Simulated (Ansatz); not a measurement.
# SiF in Ansatz: convergence with smearing width

Input of the first run (smearing width 0.3 eV); the others differ in this setting and in those tied to it:

input.yaml

```yaml
crystal:
  lattice:
    - [3.0286, 0.0, 0.0]
    - [0.0, 3.0286, 0.0]
    - [0.0, 0.0, 3.0286]
  atoms:
    - { symbol: Si, position: [0.490546, 0.4926, 0.483629] }
    - { symbol: F, position: [0.007868, -0.010374, 0.002039] }
hamiltonian:
  xc: pbe
  pseudopotentials: { kind: nc, accuracy: standard }
kpoints:
  mp_grid: { grid: [6, 6, 6] }
scf:
  occupations: { method: fermi_dirac, width: 0.3 }
output:
  forces: true
  stress: true
  eigenvalues: true
```

Potentials or basis: PseudoDojo standard (PBE files).

Command:

```console
$ ansatz run input.yaml --threads 2 --pin off --max-ram 5632MiB --backend cpu --events-out ev --progress --plain --runs-dir out
```

The cell isn't the ideal one: atoms moved at random, drawn with an rms of 0.05 Å.

The cell was built by a generator and needn't be a form met in nature.

Hardware: 2 threads of Arm Neoverse V2, on a shared host.

**Question.** The values tried are 0.3 eV, 0.2 eV, 0.15 eV, 0.1 eV, 0.05 eV, 0.025 eV, 0.01 eV, 0.005 eV, loosest first. From which on does the pressure stay within 0.1 GPa of the tightest run that finished?

**Answer.** From 0.025 eV on.

| smearing width | energy less the tightest run, at zero smearing (meV/atom) | pressure (GPa) | largest force (eV/Å) | SCF cycles | CPU time (s) | peak memory (GiB) |
| --- | --- | --- | --- | --- | --- | --- |
| 0.3 eV | -26.10 | 0.82 | 0.061 | 8 | 13 | 0.39 |
| 0.2 eV | -11.38 | 0.60 | 0.061 | 8 | 12 | 0.38 |
| 0.15 eV | -5.80 | 0.50 | 0.060 | 7 | 11 | 0.38 |
| 0.1 eV | -2.11 | 0.39 | 0.058 | 9 | 14 | 0.38 |
| 0.05 eV | -0.82 | 0.22 | 0.054 | 9 | 14 | 0.39 |
| 0.025 eV | -0.46 | 0.13 | 0.052 | 9 | 14 | 0.39 |
| 0.01 eV | -0.01 | 0.12 | 0.054 | 7 | 11 | 0.39 |
| 0.005 eV | 0.00 | 0.12 | 0.055 | 7 | 11 | 0.39 |

Against the tightest run, the energy stays within 1 meV/atom from 0.05 eV on; the largest force stays within 0.005 eV/Å from 0.1 eV on. Narrower smearing needs a denser k mesh, so at a fixed mesh the narrowest width isn't the most accurate. The tightest run that finished is the yardstick and may itself not be fully converged.

Caveat, for the tightest run too: an odd number of electrons without spin polarisation forces a metal; a magnetic or distorted state may lie lower.
